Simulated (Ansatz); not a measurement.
# Cl2H6O8Si2Sn: the cost of one run

The runs use Ansatz 0.2.0, Gaussian basis; one geometry, several basis sets.

Levels to be run: PBE0-D4/def2-SVP; ωB97M-V/def2-SVP; PBE0-D4/def2-QZVPP; ωB97M-V/def2-QZVPP; the functionals' def2-TZVPP values are taken from earlier runs.

## (1) Structure used throughout

All runs share one geometry, relaxed beforehand with PBE0-D4 in a triple-zeta def2 set. Sn takes the def2 core potential; no spin-orbit term is included.

SMILES `O[Si](O)(O)[O][Sn]([Cl])([Cl])[O][Si](O)(O)O`, 19 atoms, charge 0, spin multiplicity 1.

Atoms are counted from 1 here; the program's logs count them from 0.

Bond lengths: O1–Si2 1.617 Å, O1–H14 0.957 Å, Si2–O3 1.649 Å, Si2–O4 1.623 Å, Si2–O5 1.641 Å, O3–H15 0.964 Å, O4–H16 0.963 Å, O5–Sn6 1.928 Å, Sn6–Cl7 2.293 Å, Sn6–Cl8 2.276 Å, Sn6–O9 1.932 Å, O9–Si10 1.626 Å, Si10–O11 1.620 Å, Si10–O12 1.631 Å, Si10–O13 1.652 Å, O11–H17 0.958 Å, O12–H18 0.969 Å, O13–H19 0.959 Å. Angles: Si2–O1–H14 118.2°, O1–Si2–O3 112.4°, O1–Si2–O4 106.2°, O1–Si2–O5 110.2°, O3–Si2–O4 109.6°, O3–Si2–O5 107.3°, O4–Si2–O5 111.2°, Si2–O3–H15 115.2°, Si2–O4–H16 116.9°, Si2–O5–Sn6 126.9°, O5–Sn6–Cl7 107.0°, O5–Sn6–Cl8 112.2°, O5–Sn6–O9 109.5°, Cl7–Sn6–Cl8 110.7°, Cl7–Sn6–O9 108.4°, Cl8–Sn6–O9 109.1°, Sn6–O9–Si10 128.0°, O9–Si10–O11 106.3° and more.

## (2) PBE0-D4 in def2-SVP

in.yaml reads:

```yaml
crystal:
  periodic: [false, false, false]
  atoms:
    - {symbol: O, position_ang: [-1.984451, 2.614843, -1.579221]}
    - {symbol: Si, position_ang: [-1.020256, 1.513402, -0.891261]}
    - {symbol: O, position_ang: [-0.396490, 0.452439, -1.988313]}
    - {symbol: O, position_ang: [0.186169, 2.342866, -0.190785]}
    - {symbol: O, position_ang: [-1.858896, 0.637406, 0.214408]}
    - {symbol: Sn, position_ang: [-1.177560, -0.111573, 1.855005]}
    - {symbol: Cl, position_ang: [-2.270511, -2.099501, 2.188466]}
    - {symbol: Cl, position_ang: [-1.483824, 1.282742, 3.627072]}
    - {symbol: O, position_ang: [0.709232, -0.479731, 1.660549]}
    - {symbol: Si, position_ang: [1.476344, -1.123387, 0.379610]}
    - {symbol: O, position_ang: [2.675046, -2.034811, 0.977491]}
    - {symbol: O, position_ang: [2.059401, 0.017948, -0.629727]}
    - {symbol: O, position_ang: [0.380976, -1.970823, -0.521825]}
    - {symbol: H, position_ang: [-2.850119, 2.334677, -1.876741]}
    - {symbol: H, position_ang: [-0.591056, -0.476318, -1.818266]}
    - {symbol: H, position_ang: [1.049748, 1.917390, -0.163835]}
    - {symbol: H, position_ang: [3.446622, -2.160768, 0.423387]}
    - {symbol: H, position_ang: [1.513111, 0.163636, -1.417222]}
    - {symbol: H, position_ang: [0.094714, -2.824936, -0.192393]}
basis:
  gaussian: {orbitals: def2-SVP}
hamiltonian: {xc: pbe0, dispersion: d4}
output: {orbitals: {seedname: orbitals}}
```

Run with:

```bash
> ansatz run in.yaml --threads 11 --pin off --events-out ev --progress --plain --max-ram 174080MiB --backend cpu
```

What time and memory should one allow on 11 threads of AMD EPYC 7R13, shared host?

About 4.1 s, with a peak of 1.1 GiB.
